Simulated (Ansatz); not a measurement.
Run this with Ansatz 0.2.0 through its Python package and show what comes out.

The script, `energy.py`:
```python
"""Single point of C2H4S2Si in a Gaussian basis."""

import warnings

import ansatz as az
from ase import Atoms

warnings.simplefilter("ignore", az.DeckWarning)

atoms = Atoms(["Si", "C", "S", "C", "S", "H", "H", "H", "H"], positions=[
    (-1.2879, -0.3734, -0.3436),
    (0.3235, 0.0233, 0.2742),
    (0.6899, -0.2751, 1.9133),
    (1.291, 0.522, -0.5385),
    (2.4738, 1.1778, -1.6535),
    (-2.3608, 0.481, 0.3703),
    (-1.4228, 0.0103, -1.7941),
    (-1.6276, -1.7522, -0.2107),
    (2.0095, 0.14, 1.9654),
])
system = az.Crystal.molecule_from_ase(atoms)

base = (
    system.calculation()
    .basis(gaussian="6-31G")
    .functional("b3lyp", dispersion="d4")
)
res = base.run()
summary = res.report

print(f"E = {summary['free_energy_ev']:.6f} eV = {summary['free_energy_ev'] / 27.211386246:.7f} Ha")
print("converged:", summary["converged"], " doubts:", summary["published_state_doubts"] or "none")
```

```console
$ python energy.py
E = -31682.394481 eV = -1164.3065221 Ha
converged: True  doubts: none
```

Notes:
- The settings weren't tested for convergence.
- The geometry is a force-field or estimated start, not a minimum of this method, and the basis set is short of its limit.
- b3lyp holds the VWN-RPA fit, as in Gaussian; the form of ORCA and Turbomole is b3lyp5.
- It ran for 2.7 s on 1 thread of AMD EPYC 7B13 (Zen 3), on a shared host, peak memory 0.22 GiB.
